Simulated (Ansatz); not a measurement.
**As2 (triplet): from Hartree-Fock to the top rungs, aug-cc-pVDZ**

The task here is to estimate one member of a computed series from the others.

Computed with Ansatz 0.2.0, Gaussian basis. Level: aug-cc-pVDZ, core rule «outside noble gas», up to 28 orbitals frozen.

The runs, in order: UHF; CCSD(T) on ROHF; CCSD(T) on UHF; BCCD(T) on ROHF; CISD; CCSDT(Q) on ROHF; CCSDT(Q) on UHF; CASSCF and MRCISD+Q, 10 electrons in 8 orbitals; CASSCF and NEVPT2, 10 electrons in 8 orbitals.

17 further runs of the same task are left out: 6 that didn't finish, 11 set aside as unsound or not needed.

### The system

The geometry is a PBE0/def2-TZVPD stationary point (not a proven minimum) of the parent state, kept for this charge and spin. No spin-orbit coupling is included. The filled d shell of As may be among the frozen orbitals whatever the setting's name suggests; the logs give the count.

2 atoms, charge 0, spin multiplicity 3.

Atoms are counted from 1 here; the program's logs count them from 0.

Bond lengths: As1–As2 2.176 Å.

Set-up of the first run:

The input, in.yaml:

```yaml
crystal:
  periodic: [false, false, false]
  atoms:
    - {symbol: As, position_ang: [0.000000, 0.000000, 0.000000]}
    - {symbol: As, position_ang: [0.000000, 0.000000, 2.176400]}
basis:
  gaussian: {orbitals: aug-cc-pVDZ}
magnetization: {spin_polarized: true, initial_magnetization: 2}
hamiltonian: {xc: hf}
output: {orbitals: {seedname: orbitals}}
```

The run is started by

```bash
ansatz run in.yaml --threads 1 --pin off --events-out ev --progress --plain --max-ram 2393MiB
```

Among the steps run: UHF; CCSD(T) on ROHF; CCSD(T) on UHF; BCCD(T) on ROHF; CISD; CCSDT(Q) on ROHF; CCSDT(Q) on UHF; CASSCF and MRCISD+Q, 10 electrons in 8 orbitals; CASSCF and NEVPT2, 10 electrons in 8 orbitals.

One of the session's tables, all rows but one given; the rest of the session is left out.

It belongs to the step «Misses and costs». 

```
          method  from RCCSDT(Q) (kJ/mol)
            ROHF                   +595.3
             UHF                   +558.6
            RMP2                   +137.2
            UMP2                   +178.7
            CISD                   +106.9
           RCCSD                    +63.8
           UCCSD                    +66.8
        RCCSD(T)                    +33.4
        UCCSD(T)                    +37.2
         BCCD(T)                    +34.3
          RCCSDT                    +11.4
          UCCSDT                        ?
       RCCSDT(Q)                        0
       UCCSDT(Q)                     -1.2
  CASSCF valence                   +421.7
  NEVPT2 valence                    +92.2
  MRCISD valence                    +40.1
MRCISD+Q valence                     +4.6
```

**Question.** Estimate the row for UCCSDT.

As computed: from RCCSDT(Q) (kJ/mol): +12.7. In the column «from RCCSDT(Q) (kJ/mol)» it lies between RCCSDT (+11.4) and RCCSD(T) (+33.4).

The program flags UCCSD(T), RCCSDT(Q), UCCSDT(Q) as in doubt (see the logs), so the zero of the table is itself unsure.

Limits of these values: The report flags that the cluster equations may have other roots. The program flags UCCSD(T), RCCSDT(Q), UCCSDT(Q) as in doubt, so the zero of the table is itself unsure. Restricted and unrestricted rows rest on different reference determinants; where their highest levels disagree by more than a few hundredths of an eV, they describe different states and don't form one ladder.
